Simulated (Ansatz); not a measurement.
# CH₅InO₂: up Jacob's ladder to CCSD(T)

The task here is to estimate one member of a computed series from the others.

Method: functionals in def2-TZVPP, the program's frozen cores in correlated methods; program: Ansatz 0.2.0, Gaussian basis.

The runs, in order: LDA (SPW92), PBE-D4, revPBE-D4, BLYP-D4, r2SCAN-D4, B97M-V, PBE0-D4, B3LYP-D4, r2SCANh-D4, r2SCAN0-D4, HSE06-D4, BHLYP-D4, CAM-B3LYP-D4, LC-ωPBE, ωB97X-V, ωB97M-V, B2PLYP, PBE-QIDH; CCSD(T)/def2-SVP; CCSD(T)/def2-TZVPP; MP2/def2-QZVPP; extrapolation to the limit; RPA on PBE.

**The relaxed structure**

The geometry comes from an earlier relaxation with PBE0-D4 in a triple-zeta def2 set; it is a stationary point, not always the lowest conformer. In takes the def2 core potential; no spin-orbit term is included.

9 atoms, charge 0, spin multiplicity 1.

Atoms are counted from 1 here; the program's logs count them from 0.

Bond lengths: C1–In2 2.127 Å, C1–H5 1.090 Å, C1–H6 1.090 Å, C1–H7 1.089 Å, In2–O3 1.981 Å, In2–O4 1.993 Å, O3–H8 0.961 Å, O4–H9 0.959 Å. Angles: In2–C1–H5 109.8°, In2–C1–H6 109.5°, In2–C1–H7 109.4°, H5–C1–H6 109.0°, H5–C1–H7 109.7°, H6–C1–H7 109.5°, C1–In2–O3 124.7°, C1–In2–O4 129.1°, O3–In2–O4 106.2°, In2–O3–H8 111.0°, In2–O4–H9 114.4°.

Set-up of the first run:

Input file in.yaml:

```yaml
crystal:
  periodic: [false, false, false]
  atoms:
    - {symbol: C, position_ang: [-0.086637, 0.920171, -1.366187]}
    - {symbol: In, position_ang: [0.122878, -0.336095, 0.337837]}
    - {symbol: O, position_ang: [1.440752, -1.805953, 0.500871]}
    - {symbol: O, position_ang: [-0.898639, -0.312883, 2.048610]}
    - {symbol: H, position_ang: [-1.126359, 0.929180, -1.692770]}
    - {symbol: H, position_ang: [0.212108, 1.936307, -1.107727]}
    - {symbol: H, position_ang: [0.547516, 0.548907, -2.169843]}
    - {symbol: H, position_ang: [1.365474, -2.243371, 1.353110]}
    - {symbol: H, position_ang: [-1.577104, 0.363747, 2.096109]}
basis:
  gaussian: {orbitals: def2-TZVPP}
hamiltonian: {xc: lda}
output: {orbitals: {seedname: orbitals}}
```

Steps of the session up to this table: LDA; PBE-D4 (GGA); revPBE-D4 (GGA); BLYP-D4 (GGA); r2SCAN-D4 (meta-GGA); B97M-V (meta-GGA); PBE0-D4 (hybrid); B3LYP-D4 (hybrid); r2SCANh-D4 (hybrid); r2SCAN0-D4 (hybrid); HSE06-D4 (hybrid); BHLYP-D4 (hybrid); CAM-B3LYP-D4 (range-separated); LC-ωPBE (range-separated); ωB97X-V (range-separated); ωB97M-V (range-separated); B2PLYP (double hybrid); PBE-QIDH (double hybrid).

One table of the session follows, with a row left open; its other results are not shown here.

It belongs to the step «Orbital energies across the functionals». 

| functional | HOMO (eV) | gap (eV) |
| --- | --- | --- |
| LDA (SPW92) | -6.63 | 4.55 |
| PBE-D4 | -6.40 | 4.57 |
| revPBE-D4 | -6.31 | 4.60 |
| BLYP-D4 | -6.30 | 4.47 |
| r2SCAN-D4 | -6.74 | 5.22 |
| B97M-V | -6.80 | 5.05 |
| PBE0-D4 | -8.04 | 7.09 |
| B3LYP-D4 | -7.78 | 6.47 |
| r2SCANh-D4 | -7.36 | 6.15 |
| r2SCAN0-D4 | -8.30 | 7.54 |
| HSE06-D4 | -7.63 | 6.31 |
| BHLYP-D4 | -9.49 | 9.27 |
| CAM-B3LYP-D4 | -9.56 | 9.46 |
| LC-ωPBE | ? | ? |
| ωB97X-V | -10.59 | 11.60 |
| ωB97M-V | -10.51 | 11.25 |

**Question.** Estimate the row for LC-ωPBE.

As computed: HOMO (eV): -10.96; gap (eV): 12.19. In the column «HOMO (eV)» it is the lowest.
